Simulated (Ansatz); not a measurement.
# Fe: pressure up to the limit of the methods

One table from this session's results is given with a row withheld; the runs are named, their logs left out.

Program: Ansatz 0.2.0. Level of theory: DFT PBE, with the methods named in each step. These are calculated values, not measurements.

2 further runs of the same task are left out: 2 that didn't finish.

## The structure to begin with

The structure is cubic, space group Im-3m (No. 229). Conventional cell: a = 2.833 Å, b = 2.833 Å, c = 2.833 Å, α = 90.00°, β = 90.00°, γ = 90.00°. Fe (site symmetry m-3m) has 8 Fe at 2.45 Å as nearest neighbours.

Structure file:

```
CELL_PARAMETERS angstrom
-1.41631 1.41631 1.41631
1.41631 -1.41631 1.41631
1.41631 1.41631 -1.41631
ATOMIC_POSITIONS crystal
Fe 0.00000 0.00000 0.00000
```

Whether this phase is the stable one at these pressures isn't tested.

Set-up of the first run:

The input, input.yaml:

```yaml
crystal:
  lattice:
    - [-1.4163059443, 1.4163059443, 1.4163059443]
    - [1.4163059443, -1.4163059443, 1.4163059443]
    - [1.4163059443, 1.4163059443, -1.4163059443]
  atoms:
    - { symbol: Fe, position: [0.0, 0.0, 0.0], spin: 2.5 }
magnetization:
  spin_polarized: true
kpoints:
  mp_grid: { grid: [21, 21, 21] }
scf:
  occupations: { method: fermi_dirac, width: 0.1 }
hamiltonian:
  xc: pbe
  pseudopotentials: { kind: paw }
output:
  forces: true
  stress: true
relax:
  f_tol: 0.005
  max_steps: 40
  cell: {}
```

Launch:

```
ansatz run input.yaml --threads 1 --pin off --max-ram 3072MiB --backend cpu --events-out ev --progress --plain --runs-dir out
```

Steps of the session up to this table: Cell relaxed at zero pressure, PAW; Volume scaled by 1, PAW; Volume scaled by 0.88, PAW; Volume scaled by 0.78, PAW; Volume scaled by 0.68, PAW; Volume scaled by 0.58, PAW; Volume scaled by 0.5, PAW; Volume scaled by 0.43, PAW; Volume scaled by 0.43, PAW (level accurate).

One table of the session follows, with a row left open; its other results are not shown here.

```
              method  volume over the first  volume (Å³/atom)  pressure (GPa)  moment Fe (μB)
                 PAW                      1            11.349            0.00            2.20
                 PAW                   0.88             9.987           33.85            1.98
                 PAW                   0.78                 ?               ?               ?
                 PAW                   0.68             7.717          181.86            1.35
                 PAW                   0.58             6.582          360.81            0.60
                 PAW                    0.5             5.674          644.04            0.00
                 PAW                   0.43             4.880         1095.98            0.00
PAW (level accurate)                   0.43             4.880         1096.23            0.00
```

Q: Estimate the row for PAW, 0.78 from the others.

The run gave: volume (Å³/atom): 8.852; pressure (GPa): 86.32; moment Fe (μB): 1.71. In the column «volume (Å³/atom)» it lies between PAW, 0.68 (7.717) and PAW, 0.88 (9.987).

Caveats from the session: Warnings in the runs' records: seeded moment not kept.
